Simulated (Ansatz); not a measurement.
# CoSi4Ru3: properties of a relaxed candidate

This session takes a relaxed cell of CoSi4Ru3 and sets out to see how the gap depends on the level of theory.

Computed with Ansatz 0.2.0 (DFT PBE, scalar-relativistic, plane waves, PAW, unless a step names another level, unless a step's input says otherwise).

3 further runs of the same task are left out: 1 that didn't finish, 2 set aside as unsound or not needed. Runs told in other sessions of the task aren't counted.

## 1. The system as given

Symmetry: I4/mmm, No. 139, tetragonal system. The conventional cell has a = 4.128 Å, b = 4.128 Å, c = 11.566 Å, α = 90.00°, β = 90.00°, γ = 90.00°. Co (site symmetry 4/mmm) has 8 Si at 2.50 Å in its first shell of neighbours. Si (site symmetry 2mm) has 2 Co at 2.50 Å and 6 Ru at 2.50 to 2.54 Å in its first shell of neighbours. Around Ru (site symmetry 4/mmm) lie 8 Si at 2.50 Å. Ru (site symmetry 4mm) has 8 Si at 2.53 to 2.54 Å and 1 Co at 2.88 Å and 5 Ru at 2.90 to 2.92 Å in its first shell of neighbours.

Structure file:

```cif
data_structure
_symmetry_space_group_name_H-M 'I4/mmm'
_symmetry_Int_Tables_number 139
_cell_length_a 4.1282
_cell_length_b 4.1282
_cell_length_c 11.5664
_cell_angle_alpha 90.000
_cell_angle_beta 90.000
_cell_angle_gamma 90.000
_cell_volume 197.12
loop_
_atom_site_label
_atom_site_type_symbol
_atom_site_symmetry_multiplicity
_atom_site_Wyckoff_symbol
_atom_site_fract_x
_atom_site_fract_y
_atom_site_fract_z
_atom_site_occupancy
Co1 Co 2 a 0.00000 0.00000 0.00000 1
Si1 Si 8 g 0.50000 0.00000 0.12252 1
Ru1 Ru 2 b 0.50000 0.50000 0.00000 1
Ru2 Ru 4 e 0.50000 0.50000 0.25094 1
```

The cell was relaxed beforehand at this level, from a generated guess; it needn't be the stable form of this composition. At a tolerance of 0.05 Å it has space group I4/mmm (No. 139); it has 12.32 Å³/atom, an uncorrected energy of -0.52 eV/atom over the elements and, on its mesh, gap none (metal).

## 2. Level of theory: r2SCAN

The input, input.yaml:

```yaml
crystal:
  lattice:
    - [-2.0641016998, 2.0641016998, 5.7832067797]
    - [2.0641016998, -2.0641016998, 5.7832067797]
    - [2.0641016998, 2.0641016998, -5.7832067797]
  atoms:
    - { symbol: Co, position: [0.0, 0.0, 0.0], spin: 3.0 }
    - { symbol: Si, position: [0.1225174423, 0.6225174423, 0.5] }
    - { symbol: Si, position: [0.6225174423, 0.1225174423, 0.5] }
    - { symbol: Si, position: [0.8774825577, 0.3774825577, 0.5] }
    - { symbol: Si, position: [0.3774825577, 0.8774825577, 0.5] }
    - { symbol: Ru, position: [0.5, 0.5, 0.0], spin: 1.0 }
    - { symbol: Ru, position: [0.7509400536, 0.7509400536, 0.0], spin: 1.0 }
    - { symbol: Ru, position: [0.2490599464, 0.2490599464, 0.0], spin: 1.0 }
basis:
  ecutwfc: 500
kpoints:
  mp_grid: { grid: [12, 12, 12] }
  band_path:
    path:
      - [[0.0, 0.0, 0.0], [0.0, 0.0, 0.5], [0.25, 0.25, 0.25], [0.0, 0.5, 0.0], [0.0, 0.0, 0.0], [0.5, 0.5, -0.5], [0.28184672, 0.71815328, -0.28184672]]
      - [[-0.28184672, 0.28184672, 0.28184672], [0.0, 0.0, 0.0]]
      - [[0.0, 0.0, 0.5], [-0.06369345, 0.06369345, 0.5]]
      - [[0.5, 0.5, -0.06369345], [0.5, 0.5, -0.5]]
    npoints: 14
hamiltonian:
  xc: r2scan
scf:
  occupations: { method: gaussian, width: 0.1 }
  n_extra_bands: 20
output:
  forces: true
  stress: true
  eigenvalues: true
  populations: true
  dos: { projected: true, de: 0.02, nscf_kmesh: { grid: [15, 15, 15] } }
  bader: true
magnetization:
  spin_polarized: true
```

The run is started by

```bash
$ ansatz run input.yaml --threads 4 --pin off --max-ram 8192MiB --backend cpu --events-out ev --progress --plain --runs-dir out
```

## 3. The same geometry with LDA

Changes to input.yaml since step 2:

```diff
@@ -6,3 +6,3 @@
   atoms:
-    - { symbol: Co, position: [0.0, 0.0, 0.0], spin: 3.0 }
+    - { symbol: Co, position: [0.0, 0.0, 0.0], spin: 0.7 }
     - { symbol: Si, position: [0.1225174423, 0.6225174423, 0.5] }
@@ -11,7 +11,7 @@
     - { symbol: Si, position: [0.3774825577, 0.8774825577, 0.5] }
-    - { symbol: Ru, position: [0.5, 0.5, 0.0], spin: 1.0 }
-    - { symbol: Ru, position: [0.7509400536, 0.7509400536, 0.0], spin: 1.0 }
-    - { symbol: Ru, position: [0.2490599464, 0.2490599464, 0.0], spin: 1.0 }
+    - { symbol: Ru, position: [0.5, 0.5, 0.0], spin: 0.23 }
+    - { symbol: Ru, position: [0.7509400536, 0.7509400536, 0.0] }
+    - { symbol: Ru, position: [0.2490599464, 0.2490599464, 0.0] }
 basis:
-  ecutwfc: 500
+  ecutwfc: 420
 kpoints:
@@ -26,3 +26,3 @@
 hamiltonian:
-  xc: r2scan
+  xc: lda
 scf:
@@ -37,2 +37,6 @@
   bader: true
+  write_density: true
+  write_potential: true
+  elf: true
+  volumetric_format: npy
 magnetization:
```

(Steps that only read results are left out.)

Q: Predict the outcome of this session. Wanted: gap; states at the Fermi level; Bader charges (for each run or level that gives them).

As calculated:

| quantity | value |
| --- | --- |
| gap (r2SCAN) | none (metal) |
| states at the Fermi level (r2SCAN) | 2.01 per eV per cell |
| Bader charges (r2SCAN) | Co -0.10, Si +0.64, Ru -0.96 to -0.75 e |
| gap (LDA) | none (metal) |
| states at the Fermi level (LDA) | 4.12 per eV per cell |
| Bader charges (LDA) | Co -0.26, Si +0.65, Ru -0.89 to -0.72 e |

What this shows: All levels find a metal. At this fixed cell LDA gives -11.6 GPa, so it would relax to a smaller volume. r2SCAN cost 2.3 times the CPU time of PBE on a shared host. Other magnetic orders or occupations could lie lower; they were not searched in full. Other magnetic orders were not searched.
